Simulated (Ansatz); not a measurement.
# Al3Au (I4/mmm) in Ansatz: reference runs

Aim: a first look at Al3Au with PBEsol, on the cell as given and on a disturbed one, then over a range of volumes.

Program: Ansatz 0.2.0. These are calculated values, not measurements. Logs are shortened: lines on timing, memory, paths and dates and some standing lists are left out, and cuts for length are marked.

**1. The crystal as given**

It takes space group I4/mmm (No. 139, tetragonal). Conventional cell: a = 4.051 Å, b = 4.051 Å, c = 8.113 Å, α = 90.00°, β = 90.00°, γ = 90.00°. Au (site symmetry 4/mmm) has 12 Al at 2.86 to 2.87 Å as nearest neighbours. Al (site symmetry 4/mmm) has 4 Au at 2.86 Å and 8 Al at 2.87 Å as nearest neighbours. Around Al (site symmetry -4m2) lie 8 Al at 2.86 to 2.87 Å and 4 Au at 2.87 Å.

The cell comes from a database or a generator and needn't be the stable form of this composition.

**2. Single point, PBEsol**

The input, input.yaml:

```yaml
crystal:
  lattice:
    - [-2.025333, 2.025333, 4.0566]
    - [2.025333, -2.025333, 4.0566]
    - [2.025333, 2.025333, -4.0566]
  atoms:
    - { symbol: Au, position: [0.0, 0.0, 0.0] }
    - { symbol: Al, position: [0.5, 0.5, 0.0] }
    - { symbol: Al, position: [0.25, 0.75, 0.5] }
    - { symbol: Al, position: [0.75, 0.25, 0.5] }
hamiltonian:
  xc: pbesol
  pseudopotentials: { kind: paw }
kpoints:
  mp_grid: { grid: [9, 9, 9] }
scf:
  occupations: { method: fermi_dirac, width: 0.05 }
output:
  forces: true
  stress: true
  eigenvalues: true
```

Potentials or basis: Ansatz PAW.

The run is started by

```bash
> ansatz run input.yaml --threads 2 --pin off --max-ram 5632MiB --backend cpu --events-out ev --progress --plain --runs-dir out
```

Log:

```text
Warning: RAYON_NUM_THREADS=2 ignored (pool sized by the plan → 2); use --threads N
Engine: ansatz 0.2.0, x86_64-unknown-linux-gnu
Pseudopotentials: kind: paw
Pseudopotential: Au, paw, valence charge 19, recommended cutoff 420 eV (normal), Au.paw.azcp
Pseudopotential: Al, paw, valence charge 3, recommended cutoff 420 eV (normal), Al.paw.azcp
Functional definition: PBEsol
  exchange = pbesol_x
  correlation = pbesol_c
Crystal: 4 atoms, lattice volume = 66.560 Å³
Basis set: ecut = 420 eV, 1313 PW (Γ), exchange–correlation on 72×72×72 points (8 copies of the dense FFT grid, shifted against one another)
Bands: 18, of which v1, the nominal top of the filled ones, is band 14 counted from 1 (13 counted from 0)
Symmetry: 16 space group operations
Space group: I4/mmm (ITA 139), of the structure as read, at distance tolerance 4.1e-5 Å
k-points: 75 of 729
Non-local potential: Au, projectors of the file, l = 0: 3, l = 1: 2, l = 2: 2, l = 3: 1
Non-local potential: Al, projectors of the file, l = 0: 2, l = 1: 2, l = 2: 1
PAW form: soft (Blöchl's): semilocal exchange-correlation on the pseudo side does not see the compensation charge
PAW frozen core: Au, regenerated for the run's functional, and the local potential with it (the file was generated under x = pbe(κ = 0.804, μ = 0.2195149727645171), c = pbe(β = 0.06672455060314922))
PAW frozen core: Al, regenerated for the run's functional, and the local potential with it (the file was generated under x = pbe(κ = 0.804, μ = 0.2195149727645171), c = pbe(β = 0.06672455060314922))
PAW one-centre angular grid: Au, 590 points (default); XC on 64 Gauss nodes
PAW one-centre angular grid: Al, 110 points (default); XC on 64 Gauss nodes
Initial density: superposition of atomic densities (neutral atoms: chi_scale 0, normalization atom), corrected by the library's trained network
Initial wavefunctions: pseudopotential atomic-orbital guess
Functional: x = pbesol(κ = 0.804, μ = 0.12345679012345678), c = pbesol(β = 0.046)
SCF iter   1: F=—  HF=-14581.270201 eV  |F-HF|=—  |Δ(HF+E_count)|=         —  Δρ=2.27e-3  dr2=4.06e-3  ethr=1.77e-3  ⟨swp⟩=6.3  Hψ=7225  notcnv=0
preconditioner: auto → Kerker (q_TF=auto, 2.362 Å⁻¹)  [metal: Δε(μ)=0.030 eV  Ē_g=7.513 eV  σ=0.050 eV  W_gap=0.15  n_scr=14 (ndim 8)  ℏωp=20.4 eV  f_vac=0.000  D(μ)=1.44/eV (n_scr^D=10)]
SCF iter   2: F=—  HF=-14581.270022 eV  |F-HF|=—  |Δ(HF+E_count)|=   1.78e-4  Δρ=1.26e-3  dr2=1.03e-3  ethr=1.45e-5  ⟨swp⟩=1.6  Hψ=2121  notcnv=0
SCF iter   3: F=—  HF=-14581.269848 eV  |F-HF|=—  |Δ(HF+E_count)|=   1.75e-4  Δρ=3.71e-4  dr2=1.50e-4  ethr=3.67e-6  ⟨swp⟩=2.0  Hψ=2033  notcnv=0
SCF iter   4: F=—  HF=-14581.269801 eV  |F-HF|=—  |Δ(HF+E_count)|=   4.67e-5  Δρ=8.57e-5  dr2=3.63e-6  ethr=5.34e-7  ⟨swp⟩=2.3  Hψ=2009  notcnv=0
SCF iter   5: F=—  HF=-14581.269813 eV  |F-HF|=—  |Δ(HF+E_count)|=   1.19e-5  Δρ=1.13e-5  dr2=7.65e-8  ethr=1.30e-8  ⟨swp⟩=2.3  Hψ=2059  notcnv=0
SCF iter   6: F=-14581.269813 eV  HF=-14581.269813 eV  |F-HF|=2.46e-9  |Δ(HF+E_count)|=   2.88e-8  Δρ=2.36e-6  dr2=4.51e-9  ethr=2.73e-10  ⟨swp⟩=2.4  Hψ=4734  notcnv=0
SCF 1 converged in 6 iterations: F = -14581.269813 eV  dr2 = 4.51e-9
SCF converged after 6 iterations
Free energy (F): -14581.269813 eV
Harris-Foulkes:  -14581.269813 eV  (|F-HF|=2.46e-9)
Internal energy: -14581.258307 eV  (E = F + TS)
E sigma→0 (E₀):  -14581.264060 eV
Entropy (-TS):   -0.011506 eV (-2.876 meV/atom)
Fermi energy:    11.506584 eV
--- Per-component energies (eV) ---
  E_band       = -340.391406
  E_kinetic    = 672.640145
  E_local      = -3030.672588  (includes V_loc(G=0)·N_el)
  E_nonlocal   = 105.226531
  E_hartree    = 1324.167439
  E_xc         = -345.656511
  E_vxc        = -363.316201  (∫ρ·V_xc dr)
  E_paw        = -10928.258461  (= ΣΔE_a)
  E_vpaw       = -372.607759  (= ΣTr[D̂ρ^β])
  E_aug_tail   = 0.001382  (compensation charges beyond the density's cutoff)
  E_ewald      = -2379.073140
  E_core_change = 0.366896  (= ΣΔE_core)
  E_smearing   = -0.011506  (= −TS)
  E_closure    = 0.000000  (closes the sum)
  Σ components = -14581.269813   (vs F -14581.269813, Δ=0.00e0)
--- Forces (eV/Å), atoms counted from 1 ---
  atom   1  Au     0.00000000    -0.00000000     0.00000000
  atom   2  Al     0.00000000     0.00000000     0.00000000
  atom   3  Al    -0.00000000    -0.00000000     0.00000000
  atom   4  Al    -0.00000000     0.00000000     0.00000000
  max |Σ_I F_I| component: 6.94e-18 eV/Å
--- Stress (GPa, compression-positive) ---
       -2.473789       0.000000       0.000000
        0.000000      -2.473789      -0.000000
        0.000000      -0.000000      -2.921442
  P = ⅓ Tr σ = -2.6230 GPa (-26.230 kbar)
--- Band table (eV; the first three rows and the last of 75) ---
  k-point 0: bands = ["-95.1994", "-46.5722", "-46.5682", "-46.5682", "0.2796", "5.4477", "5.5086", "5.7201", "5.7201", "6.2240", "8.8948", "11.5327", "11.5327", "11.8658", "12.2271", "12.3407", "12.3407", "12.3541"]
  k-point 1: bands = ["-95.1994", "-46.5722", "-46.5684", "-46.5684", "0.5177", "5.5044", "5.5686", "5.5966", "5.6470", "6.0908", "9.2639", "10.5113", "10.5617", "10.9293", "11.1323", "12.0118", "13.9611", "14.4350"]
  k-point 2: bands = ["-95.1994", "-46.5722", "-46.5687", "-46.5687", "1.2186", "5.2045", "5.5542", "5.6903", "5.6939", "5.8173", "9.0782", "9.5278", "9.7728", "10.2358", "10.4569", "12.1073", "12.4756", "16.1093"]
  k-point 74: bands = ["-95.1994", "-46.5723", "-46.5684", "-46.5682", "2.5872", "2.7765", "5.1814", "6.1128", "6.1651", "6.1905", "6.1974", "8.2237", "9.1791", "11.6413", "13.0746", "15.9921", "16.6414", "16.8499"]
```

Wall time 2.3 s (2 threads of AMD EPYC 7R43 (Zen 3), shared host); peak memory 0.44 GiB.

Results:

* Free energy: -14581.2698 eV
* Pressure: -2.6 GPa
* Band gap on the k mesh: none (metal or under the smearing width)

Caveat: the PAW data sets come from PBE, with cores solved anew for the run's functional, which leaves a small shift of forces and pressure.

**3. Single point, PBEsol (atoms moved at random, drawn with an rms of 0.05 Å)**

The input, input.yaml:

```yaml
crystal:
  lattice:
    - [-2.025333, 2.025333, 4.0566]
    - [2.025333, -2.025333, 4.0566]
    - [2.025333, 2.025333, -4.0566]
  atoms:
    - { symbol: Au, position: [0.007078, -0.004826, 0.002141] }
    - { symbol: Al, position: [0.508998, 0.507599, -0.000251] }
    - { symbol: Al, position: [0.252612, 0.759888, 0.494387] }
    - { symbol: Al, position: [0.738292, 0.241932, 0.48663] }
hamiltonian:
  xc: pbesol
  pseudopotentials: { kind: paw }
kpoints:
  mp_grid: { grid: [9, 9, 9] }
scf:
  occupations: { method: fermi_dirac, width: 0.05 }
output:
  forces: true
  stress: true
  eigenvalues: true
```

Potentials or basis: Ansatz PAW.

The run is started by

```bash
> ansatz run input.yaml --threads 2 --pin off --max-ram 5632MiB --backend cpu --events-out ev --progress --plain --runs-dir out
```

Log:

```text
Warning: RAYON_NUM_THREADS=2 ignored (pool sized by the plan → 2); use --threads N
[... 7 set-up lines as earlier in the session ...]
Crystal: 4 atoms, lattice volume = 66.560 Å³
Basis set: ecut = 420 eV, 1313 PW (Γ), exchange–correlation on 72×72×72 points (8 copies of the dense FFT grid, shifted against one another)
Bands: 18, of which v1, the nominal top of the filled ones, is band 14 counted from 1 (13 counted from 0)
Symmetry: 1 space group operations
[... 37 lines left out ...]
  E_vpaw       = -372.622550  (= ΣTr[D̂ρ^β])
  E_aug_tail   = 0.001379  (compensation charges beyond the density's cutoff)
  E_ewald      = -2378.643277
  E_core_change = 0.366896  (= ΣΔE_core)
  E_smearing   = -0.011362  (= −TS)
  E_closure    = -0.000000  (closes the sum)
  Σ components = -14581.252982   (vs F -14581.252982, Δ=0.00e0)
--- Forces (eV/Å), atoms counted from 1 ---
  atom   1  Au     0.02034469    -0.05533891     0.05542499
  atom   2  Al    -0.04632666    -0.00787558    -0.23163189
  atom   3  Al    -0.06103612     0.01480946    -0.08120008
  atom   4  Al     0.08701690     0.04841220     0.25740919
  max |Σ_I F_I| component: 7.17e-6 eV/Å
--- Stress (GPa, compression-positive) ---
       -1.979439      -0.001326       0.044265
       -0.001326      -2.622972       0.009106
        0.044265       0.009106      -2.638837
  P = ⅓ Tr σ = -2.4137 GPa (-24.137 kbar)
--- Band table (eV; the first three rows and the last of 365) ---
  k-point 0: bands = ["-95.2061", "-46.5886", "-46.5796", "-46.5609", "0.2759", "5.4169", "5.5239", "5.6642", "5.7588", "6.2169", "8.8974", "11.4774", "11.5587", "11.8536", "12.1726", "12.2722", "12.3343", "12.5019"]
  k-point 1: bands = ["-95.2061", "-46.5887", "-46.5796", "-46.5610", "0.5139", "5.4795", "5.5367", "5.6053", "5.6635", "6.0841", "9.2650", "10.4795", "10.5715", "10.9236", "11.1413", "12.0022", "13.9620", "14.4391"]
  k-point 2: bands = ["-95.2061", "-46.5890", "-46.5796", "-46.5613", "1.2145", "5.1899", "5.5531", "5.6592", "5.6998", "5.8225", "9.0727", "9.5033", "9.7808", "10.2375", "10.4609", "12.1014", "12.4788", "16.1058"]
  k-point 364: bands = ["-95.2061", "-46.5894", "-46.5796", "-46.5613", "2.0306", "4.7085", "5.3161", "5.5761", "5.9111", "6.0153", "7.2430", "8.7446", "9.3722", "10.1232", "11.1406", "11.9775", "14.8318", "16.2283"]
```

Wall time 14 s (2 threads of AMD EPYC 7R43 (Zen 3), shared host); peak memory 0.75 GiB.

Results:

```yaml
Free_energy: -14581.2530 eV
Pressure: -2.4 GPa
Largest_force: 0.276 eV/Å
Band_gap_on_the_k_mesh: none (metal or under the smearing width)
```

Forces in eV/Å, atoms in the order of the input:
```
Au   0.020 -0.055  0.055
Al  -0.046 -0.008 -0.232
Al  -0.061  0.015 -0.081
Al   0.087  0.048  0.257
```

Caveat: the PAW data sets come from PBE, with cores solved anew for the run's functional, which leaves a small shift of forces and pressure.

**4. Single point, PBEsol, 15.64 Å³/atom (volume scaled by 0.94)**

The input, input.yaml:

```yaml
crystal:
  lattice:
    - [-1.9839880723, 1.9839880723, 3.9737890086]
    - [1.9839880723, -1.9839880723, 3.9737890086]
    - [1.9839880723, 1.9839880723, -3.9737890086]
  atoms:
    - { symbol: Au, position: [0.0, 0.0, 0.0] }
    - { symbol: Al, position: [0.5, 0.5, 0.0] }
    - { symbol: Al, position: [0.25, 0.75, 0.5] }
    - { symbol: Al, position: [0.75, 0.25, 0.5] }
hamiltonian:
  xc: pbesol
  pseudopotentials: { kind: paw }
kpoints:
  mp_grid: { grid: [9, 9, 9] }
scf:
  occupations: { method: fermi_dirac, width: 0.05 }
output:
  forces: true
  stress: true
  eigenvalues: true
```

The run is started by

```bash
> ansatz run input.yaml --threads 2 --pin off --max-ram 5632MiB --backend cpu --events-out ev --progress --plain --runs-dir out
```

Run time: 2.3 s. Hardware: 2 threads of AMD EPYC 7R43 (Zen 3), shared host; peak memory 0.45 GiB.

Results (log left out):

| Property | Result |
| --- | --- |
| Free energy | -14581.2585 eV |
| Pressure | 3.9 GPa |
| Band gap on the k mesh | none (metal or under the smearing width) |

Caveat: the PAW data sets come from PBE, with cores solved anew for the run's functional, which leaves a small shift of forces and pressure.

**5. Single point, PBEsol, 15.97 Å³/atom (volume scaled by 0.96)**

Changes to input.yaml since step 4:

```diff
@@ -2,5 +2,5 @@
   lattice:
-    - [-1.9839880723, 1.9839880723, 3.9737890086]
-    - [1.9839880723, -1.9839880723, 3.9737890086]
-    - [1.9839880723, 1.9839880723, -3.9737890086]
+    - [-1.9979602797, 1.9979602797, 4.0017743603]
+    - [1.9979602797, -1.9979602797, 4.0017743603]
+    - [1.9979602797, 1.9979602797, -4.0017743603]
   atoms:
@@ -21 +21,5 @@
   eigenvalues: true
+  write_density: true
+  write_potential: true
+  elf: true
+  volumetric_format: npy
```

The run is started by

```bash
> ansatz run input.yaml --threads 2 --pin off --max-ram 5632MiB --backend cpu --events-out ev --progress --plain --runs-dir out
```

Run time: 2.7 s. Hardware: 2 threads of AMD EPYC 7R43 (Zen 3), shared host; peak memory 0.45 GiB.

Results (log left out):

```
Free energy            : -14581.2807 eV
Pressure               : 1.5 GPa
Band gap on the k mesh : none (metal or under the smearing width)
```

Caveat: the PAW data sets come from PBE, with cores solved anew for the run's functional, which leaves a small shift of forces and pressure.

**6. Single point, PBEsol, 16.31 Å³/atom (volume scaled by 0.98)**

Changes to input.yaml since step 5:

```diff
@@ -2,5 +2,5 @@
   lattice:
-    - [-1.9979602797, 1.9979602797, 4.0017743603]
-    - [1.9979602797, -1.9979602797, 4.0017743603]
-    - [1.9979602797, 1.9979602797, -4.0017743603]
+    - [-2.0117397515, 2.0117397515, 4.0293736763]
+    - [2.0117397515, -2.0117397515, 4.0293736763]
+    - [2.0117397515, 2.0117397515, -4.0293736763]
   atoms:
@@ -21,5 +21 @@
   eigenvalues: true
-  write_density: true
-  write_potential: true
-  elf: true
-  volumetric_format: npy
```

Potentials or basis: Ansatz PAW.

The run is started by

```bash
> ansatz run input.yaml --threads 2 --pin off --max-ram 5632MiB --backend cpu --events-out ev --progress --plain --runs-dir out
```

It took 2.2 s on 2 threads of AMD EPYC 7R43 (Zen 3), shared host; peak memory 0.44 GiB.

It converged, with:

| Property | Result |
| --- | --- |
| Free energy | -14581.2838 eV |
| Pressure | -0.7 GPa |
| Band gap on the k mesh | none (metal or under the smearing width) |

Caveat: the PAW data sets come from PBE, with cores solved anew for the run's functional, which leaves a small shift of forces and pressure.

**7. Single point, PBEsol, 16.64 Å³/atom**

Changes to input.yaml since step 6:

```diff
@@ -2,5 +2,5 @@
   lattice:
-    - [-2.0117397515, 2.0117397515, 4.0293736763]
-    - [2.0117397515, -2.0117397515, 4.0293736763]
-    - [2.0117397515, 2.0117397515, -4.0293736763]
+    - [-2.025333, 2.025333, 4.0566]
+    - [2.025333, -2.025333, 4.0566]
+    - [2.025333, 2.025333, -4.0566]
   atoms:
```

The run is started by

```bash
> ansatz run input.yaml --threads 2 --pin off --max-ram 5632MiB --backend cpu --events-out ev --progress --plain --runs-dir out
```

It took 2.2 s on 2 threads of AMD EPYC 7R43 (Zen 3), shared host; peak memory 0.44 GiB.

The run converged. Its results:

```yaml
Free_energy: -14581.2698 eV
Pressure: -2.6 GPa
Band_gap_on_the_k_mesh: none (metal or under the smearing width)
```

Caveat: the PAW data sets come from PBE, with cores solved anew for the run's functional, which leaves a small shift of forces and pressure.

**8. Single point, PBEsol, 16.97 Å³/atom (volume scaled by 1.02)**

Changes to input.yaml since step 7:

```diff
@@ -2,5 +2,5 @@
   lattice:
-    - [-2.025333, 2.025333, 4.0566]
-    - [2.025333, -2.025333, 4.0566]
-    - [2.025333, 2.025333, -4.0566]
+    - [-2.0387461922, 2.0387461922, 4.0834656836]
+    - [2.0387461922, -2.0387461922, 4.0834656836]
+    - [2.0387461922, 2.0387461922, -4.0834656836]
   atoms:
```

The run is started by

```bash
> ansatz run input.yaml --threads 2 --pin off --max-ram 5632MiB --backend cpu --events-out ev --progress --plain --runs-dir out
```

Wall time 2.2 s (2 threads of AMD EPYC 7R43 (Zen 3), shared host); peak memory 0.45 GiB.

Results (log left out):

```yaml
Free_energy: -14581.2408 eV
Pressure: -4.3 GPa
Band_gap_on_the_k_mesh: none (metal or under the smearing width)
```

Caveat: the PAW data sets come from PBE, with cores solved anew for the run's functional, which leaves a small shift of forces and pressure.

**9. Single point, PBEsol, 17.31 Å³/atom (volume scaled by 1.04)**

Changes to input.yaml since step 8:

```diff
@@ -2,5 +2,5 @@
   lattice:
-    - [-2.0387461922, 2.0387461922, 4.0834656836]
-    - [2.0387461922, -2.0387461922, 4.0834656836]
-    - [2.0387461922, 2.0387461922, -4.0834656836]
+    - [-2.0519851748, 2.0519851748, 4.1099824375]
+    - [2.0519851748, -2.0519851748, 4.1099824375]
+    - [2.0519851748, 2.0519851748, -4.1099824375]
   atoms:
```

Potentials or basis: Ansatz PAW.

The run is started by

```bash
> ansatz run input.yaml --threads 2 --pin off --max-ram 5632MiB --backend cpu --events-out ev --progress --plain --runs-dir out
```

It took 2.2 s on 2 threads of AMD EPYC 7R43 (Zen 3), shared host; peak memory 0.42 GiB.

The run converged. Its results:

```yaml
Free_energy: -14581.1983 eV
Pressure: -5.9 GPa
Band_gap_on_the_k_mesh: none (metal or under the smearing width)
```

Caveat: the PAW data sets come from PBE, with cores solved anew for the run's functional, which leaves a small shift of forces and pressure.

**10. Single point, PBEsol, 17.64 Å³/atom (volume scaled by 1.06)**

Changes to input.yaml since step 9:

```diff
@@ -2,5 +2,5 @@
   lattice:
-    - [-2.0519851748, 2.0519851748, 4.1099824375]
-    - [2.0519851748, -2.0519851748, 4.1099824375]
-    - [2.0519851748, 2.0519851748, -4.1099824375]
+    - [-2.0650554965, 2.0650554965, 4.1361613754]
+    - [2.0650554965, -2.0650554965, 4.1361613754]
+    - [2.0650554965, 2.0650554965, -4.1361613754]
   atoms:
@@ -21 +21,5 @@
   eigenvalues: true
+  write_density: true
+  write_potential: true
+  elf: true
+  volumetric_format: npy
```

The run is started by

```bash
> ansatz run input.yaml --threads 2 --pin off --max-ram 5632MiB --backend cpu --events-out ev --progress --plain --runs-dir out
```

Wall time 3.2 s (2 threads of AMD EPYC 7R43 (Zen 3), shared host); peak memory 0.45 GiB.

The run converged. Its results:

```yaml
Free_energy: -14581.1440 eV
Pressure: -7.2 GPa
Band_gap_on_the_k_mesh: none (metal or under the smearing width)
```

Caveat: the PAW data sets come from PBE, with cores solved anew for the run's functional, which leaves a small shift of forces and pressure.

**11. Equation of state, PBEsol**

This step only gathers the single runs of the series.

What came out:

| Item | Value |
| --- | --- |
| Equilibrium volume | 16.20 Å³/atom |
| Bulk modulus at fixed shape and positions | 103 GPa |
| Pressure derivative of the bulk modulus | 4.8 |

Energy against volume, from the lowest point:
```tsv
volume (Å³/atom)	energy (meV/atom)
15.642	6.31
15.974	0.76
16.307	0.00
16.640	3.49
16.973	10.74
17.306	21.36
17.638	34.95
```

Caveat: the cell was scaled at fixed shape and fractional positions, which overstates the stiffness of a crystal with free parameters, most of all of layers and chains. The run has no spin-orbit coupling, so splittings on Au are missing.

**12. The runs side by side**

```csv
task,cell,gap on the mesh (eV),pressure (GPa)
single point,as given,none,-2.6
single point,"atoms moved at random, drawn with an rms of 0.05 Å",none,-2.4
equation of state,as given,-,-
```

Alike in all rows: level PBEsol; potentials or basis Ansatz PAW; no spin polarisation; k mesh 9 × 9 × 9; cutoff (eV) 420; smearing fermi-dirac 0.05 eV.

Caveats: the PAW data sets come from PBE, with cores solved anew for the run's functional, which leaves a small shift of forces and pressure (some runs); the cell was scaled at fixed shape and fractional positions, which overstates the stiffness of a crystal with free parameters, most of all of layers and chains (some runs).

Total energies depend on the potentials used, so only differences within one code and one set of settings carry meaning.
